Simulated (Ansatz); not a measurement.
# Nb2Si in Ansatz: projected density of states with PBE

Aim: the projected density of states of Nb2Si with PBE.

Program: Ansatz 0.2.0. These are calculated values, not measurements. Logs are shortened: lines on timing, memory, paths and dates and some standing lists are left out, and cuts for length are marked.

## 1. The sheet as given

The cell holds a sheet with vacuum, 3 atoms: a = 3.480 Å, b = 3.480 Å, c = 29.160 Å, α = 90.00°, β = 90.00°, γ = 120.00°.

The cell was built by a generator and needn't be a form met in nature.

## 2. Projected density of states, PBE

The input, input.yaml:

```yaml
crystal:
  lattice:
    - [3.48018, 0.0, 0.0]
    - [-1.74009, 3.01393, 0.0]
    - [0.0, 0.0, 29.16017]
  atoms:
    - { symbol: Nb, position: [0.33333, 0.66667, 0.24465] }
    - { symbol: Nb, position: [0.66667, 0.33333, 0.33834] }
    - { symbol: Si, position: [0.0, 0.0, 0.29149] }
kpoints:
  mp_grid: { grid: [9, 9, 1] }
  band_path:
    path:
      - [0.0, 0.0, 0.0]
      - [0.5, 0.0, 0.0]
      - [0.3333333333, 0.3333333333, 0.0]
      - [0.0, 0.0, 0.0]
      - [0.0, 0.0, 0.5]
      - [0.5, 0.0, 0.5]
      - [0.3333333333, 0.3333333333, 0.5]
      - [0.0, 0.0, 0.5]
    npoints: 10
scf:
  occupations: { method: fermi_dirac, width: 0.05 }
hamiltonian:
  xc: pbe
  pseudopotentials: { kind: all_electron, lapw: { basis_error: 0.002 } }
output:
  forces: true
  stress: true
  eigenvalues: true
  fatbands: true
  dos: { projected: true, de: 0.1, e_range: [-10, 8] }
  populations: true
```

Potentials or basis: all-electron LAPW, scalar-relativistic.

The run is started by

```bash
ansatz run input.yaml --threads 4 --pin off --max-ram 14336MiB --backend cpu --events-out ev --progress --plain --runs-dir out
```

The log of the run:

```text
Warning: the atoms were moved onto the symmetric positions of the space group found under crystal.symmetry.tolerance 1.0e-5 (fractional; no operation is sought that the atoms, as they stand in a round, miss by more than twice it, and no atom is moved by as much as it), and the run uses the moved positions. Before a round's move an operation carried an atom to 1.94e-4 Å from where it should land, the largest such distance. Atom 2 (counting from 0) moved farthest, by 9.72e-5 Å; the longest move in fractions of the cell, of whichever atom, is 0.49 of the tolerance, in 1 round. To run the atoms as typed, lower crystal.symmetry.tolerance until the operations that they miss are no longer found, or set crystal.symmetry.detect: false (a key that needs symmetry detection or time reversal refuses this as the deck is read). The positions used, in the order of the run's atom list: position: [0.3333333333333333, 0.6666666666666666, 0.24464833333333336]; position: [0.6666666666666666, 0.3333333333333333, 0.3383383333333333]; position: [0.0, 0.0, 0.2914933333333333]; The lattice was moved too: crystal.lattice keeps the space group found at crystal.symmetry.tolerance 1.0e-5 only nearly: the operation that it misses by the most changes a squared length by the fraction 3.28e-6. The run uses the lattice that is a stretch of the typed one, with no rotation, onto the one that keeps every operation to a double's rounding (on a very oblique basis the stretch itself rounds by more); the deck's lattice vector that moved farthest moved by 3.30e-6 Å. To run the lattice as typed, set crystal.symmetry.tolerance under 3.28e-6, the least fraction by which an operation that the lattice misses changes a squared length (the same key also sets how far an atom may lie from its image, so lowering it can lose operations that the atoms keep only within it), or set crystal.symmetry.detect: false, as for the atoms. crystal.lattice made exact, in Å and degrees: [[3.4801832968202504, 0.0, 0.0], [-1.7400916484101252, 3.0139271448726164, 0.0], [0.0, 0.0, 29.16017]]. Pasted over the deck's crystal.lattice, beside positions in fractional coordinates, it runs the same cell (given as lengths and angles, that cell in the form's own orientation, a rigid turn of the misfit's size from the one run here, for which a checkpoint.post_process_only pass over this run's state can be refused: where this run relaxes nothing, give such a pass this deck's own crystal.lattice, as typed; behind a relaxation, as crystal.lattice, the state's own cell, identity.cell in its checkpoint.json), and a matrix so pasted ends this notice, except on a very skew basis of the lattice, where the rounding of the pasted numbers themselves can read as a misfit: the cell is then moved again, and that move is told again. The lattice as run is in this notice's lattice.as_run_ang field (Run.prep()["deck_notices"] in Python, the deck_notice line of an events file, deck_notices of ansatz run --dry-run=json, or deck_notices in record.json in the deck's checkpoint.write directory).
Warning: RAYON_NUM_THREADS=4 ignored (pool sized by the plan → 4); use --threads N
Nb: projections on atomic orbitals take those of the free atom 1s2 2s2 2p6 3s2 3p6 3d10 4s2 4p6 4d4 5s1, of charge +0.00 (hamiltonian.pseudopotentials.projection_atoms)
Si: projections on atomic orbitals take those of the free atom 1s2 2s2 2p6 3s2 3p2, of charge +0.00 (hamiltonian.pseudopotentials.projection_atoms)
LAPW: plane waves up to 7.926 Å⁻¹, error target 2.0e-3 eV per atom; small_component_spin mean_spin; Si in spheres of 1.104 Å, 12 of its electrons in bands, Dirac shells []; Nb in spheres of 1.326 Å, 29 of its electrons in bands, Dirac shells [] (how accurate: hamiltonian.pseudopotentials.lapw.basis_error, Limitations)
Engine: ansatz 0.2.0, x86_64-unknown-linux-gnu
Pseudopotentials: kind: all_electron
Pseudopotential: Nb, LAPW, valence charge 29, lapw/all_electron/scalar/gaussian/Nb, Koelling and Harmon's equation, gaussian nucleus
Pseudopotential: Si, LAPW, valence charge 12, lapw/all_electron/scalar/gaussian/Si, Koelling and Harmon's equation, gaussian nucleus
Functional definition: PBE
  parameter kappa = 0.804
  parameter beta = 0.06672455060314922
[... 48 lines left out ...]
  Basis errors (estimates in eV, not in F): energy 8.5e-4 per atom: plane waves 7.7e-4 (4.7e-4 summed), levels above the bands 7.2e-34, relativity 7.6e-8, radial functions 7.9e-5, core shells 1.1e-6; eigenvalues (radial functions only) 3.2e-6; not estimated: angular momenta, meshes, grids; target (lapw.basis_error) 2.0e-3; muffin-tin radii Si 1.104 Å, Nb 1.326 Å
--- Forces (eV/Å), atoms counted from 1 ---
  atom   1  Nb     0.00000000     0.00000000     0.00518399
  atom   2  Nb     0.00000000    -0.00000000    -0.00518399
  atom   3  Si    -0.00000000     0.00000000     0.00000000
  max |Σ_I F_I| component: 4.63e-17 eV/Å
--- Stress (GPa, compression-positive) ---
       -0.009042       0.000000      -0.000000
        0.000000      -0.009042      -0.000000
        0.000000       0.000000      -0.006531
  P = ⅓ Tr σ = -0.0082 GPa (-0.082 kbar)
--- Band table (eV; the first three rows and the last of 12) ---
  k-point 0: bands = ["-343.6597", "-343.6597", "-343.6179", "-343.6179", "-343.6179", "-343.6179", "-193.2407", "-193.2407", "-193.2154", "-193.2154", "-193.2154", "-193.2154", "-193.1880", "-193.1880", "-193.1880", "-193.1880", "-133.0576", "-89.0848", "-89.0848", "-89.0734", "-55.2573", "-55.2346", "-31.6233", "-31.4096", "-31.1718", "-31.1718", "-31.1411", "-31.1411", "-9.3997", "-4.9926", "-2.2313", "-2.2313", "-1.3794", "-0.6325", "-0.6325", "-0.4513", "-0.2993", "0.0337", "0.0337", "1.4606", "1.4606", "3.3126"]
  k-point 1: bands = ["-343.6597", "-343.6597", "-343.6179", "-343.6179", "-343.6179", "-343.6179", "-193.2407", "-193.2407", "-193.2154", "-193.2154", "-193.2154", "-193.2154", "-193.1880", "-193.1880", "-193.1880", "-193.1880", "-133.0576", "-89.0849", "-89.0849", "-89.0734", "-55.2545", "-55.2330", "-31.6151", "-31.4129", "-31.1969", "-31.1799", "-31.1667", "-31.1457", "-9.2374", "-4.7412", "-2.6483", "-2.1979", "-1.3714", "-0.9993", "-0.5649", "-0.4410", "-0.1185", "0.0746", "0.3128", "1.5026", "1.6653", "3.4867"]
  k-point 2: bands = ["-343.6597", "-343.6597", "-343.6179", "-343.6179", "-343.6179", "-343.6179", "-193.2407", "-193.2407", "-193.2154", "-193.2154", "-193.2154", "-193.2154", "-193.1880", "-193.1880", "-193.1880", "-193.1880", "-133.0576", "-89.0849", "-89.0849", "-89.0734", "-55.2470", "-55.2292", "-31.5932", "-31.4246", "-31.2591", "-31.2289", "-31.1998", "-31.1580", "-8.8077", "-4.1168", "-3.4249", "-2.1910", "-1.7089", "-1.0982", "-0.8415", "0.0284", "0.2110", "0.4311", "0.7932", "1.5841", "2.2490", "3.9402"]
  k-point 11: bands = ["-343.6597", "-343.6597", "-343.6179", "-343.6179", "-343.6179", "-343.6179", "-193.2407", "-193.2407", "-193.2154", "-193.2154", "-193.2154", "-193.2154", "-193.1880", "-193.1880", "-193.1880", "-193.1880", "-133.0576", "-89.0850", "-89.0850", "-89.0733", "-55.2245", "-55.2245", "-31.4971", "-31.4971", "-31.3633", "-31.2854", "-31.2854", "-31.2832", "-7.5973", "-4.0241", "-4.0241", "-2.5699", "-0.9880", "-0.7581", "-0.7581", "0.2189", "1.3065", "1.3065", "2.5107", "2.5107", "4.1279", "4.5937"]
--- Löwdin populations: 3 sites ---
  site symbol       q [e]
     0     Nb     40.8847
     1     Nb     40.8847
     2     Si     14.0263
  spilling = 0.002127 (of n_electrons = 96.000000)
```

Wall time 71 s (4 threads of Intel Xeon at 2.50GHz (Skylake/Cascade Lake), shared host); peak memory 0.73 GiB.

What came out:

```yaml
Free_energy: -215780.8261 eV
Largest_force: 0.005 eV/Å
Band_gap_along_the_path: none (metal or under the smearing width)
Work_function: 3.85 eV
```

Forces in eV/Å, atoms in the order of the input:
```
Nb   0.000  0.000  0.005
Nb   0.000  0.000 -0.005
Si   0.000  0.000  0.000
```

Levels at the corners of the path, in eV from the Fermi level:
```csv
point,band 33,band 34,band 35,band 36,band 37,band 38
Γ,-1.15,-0.41,-0.41,-0.23,-0.07,0.26
M,-2.16,0.15,0.16,1.15,1.55,1.63
K,-0.76,-0.53,-0.53,0.44,1.53,1.53
Γ,-1.15,-0.41,-0.41,-0.23,-0.07,0.26
A,-1.15,-0.41,-0.41,-0.23,-0.07,0.26
L,-2.16,0.15,0.16,1.15,1.55,1.63
H,-0.76,-0.53,-0.53,0.44,1.53,1.53
A,-1.15,-0.41,-0.41,-0.23,-0.07,0.26
```

States per cell in windows of 1 eV (zero at the Fermi level; states under -8 eV left out):
| from (eV) | total | Nb1 4d | Nb2 4d | Si3 3p | Nb1 5s | Nb2 5s | Si3 3s |
| --- | --- | --- | --- | --- | --- | --- | --- |
| -8.0 | 1.21 | 0.19 | 0.19 | 0.03 | 0.04 | 0.04 | 0.66 |
| -7.0 | 0.00 | 0.00 | 0.00 | 0.00 | 0.00 | 0.00 | 0.00 |
| -6.0 | 0.00 | 0.00 | 0.00 | 0.00 | 0.00 | 0.00 | 0.00 |
| -5.0 | 1.17 | 0.23 | 0.23 | 0.54 | 0.06 | 0.06 | 0.01 |
| -4.0 | 1.80 | 0.43 | 0.43 | 0.73 | 0.07 | 0.07 | 0.02 |
| -3.0 | 2.86 | 0.88 | 0.88 | 0.99 | 0.02 | 0.02 | 0.01 |
| -2.0 | 2.11 | 0.88 | 0.88 | 0.19 | 0.04 | 0.04 | 0.02 |
| -1.0 | 4.00 | 1.64 | 1.64 | 0.09 | 0.23 | 0.23 | 0.05 |
| 0.0 | 3.54 | 1.52 | 1.52 | 0.09 | 0.13 | 0.13 | 0.05 |
| 1.0 | 4.37 | 1.87 | 1.87 | 0.15 | 0.17 | 0.17 | 0.04 |
| 2.0 | 2.71 | 1.00 | 1.00 | 0.31 | 0.08 | 0.08 | 0.08 |
| 3.0 | 1.51 | 0.23 | 0.23 | 0.36 | 0.15 | 0.15 | 0.03 |
| 4.0 | 1.92 | 0.20 | 0.20 | 0.23 | 0.21 | 0.21 | 0.12 |
| 5.0 | 0.00 | 0.00 | 0.00 | 0.00 | 0.00 | 0.00 | 0.00 |
| 6.0 | 0.00 | 0.00 | 0.00 | 0.00 | 0.00 | 0.00 | 0.00 |
| 7.0 | 0.00 | 0.00 | 0.00 | 0.00 | 0.00 | 0.00 | 0.00 |

Caveat: the density of states is complete only up to the lowest level of the last band computed.

## 3. The reference run

An earlier run on the cell as given: functional PBE; potentials or basis all-electron LAPW, scalar-relativistic; cutoff 261 eV (chosen from the basis error); basis error allowed 0.001 eV/atom; k mesh 9 × 9 × 1; occupations fermi-dirac, width 0.05 eV; no spin polarisation.

- Largest force: 0.006 eV/Å
- Band gap on the k mesh: none (metal or under the smearing width)
- Work function: 3.85 eV
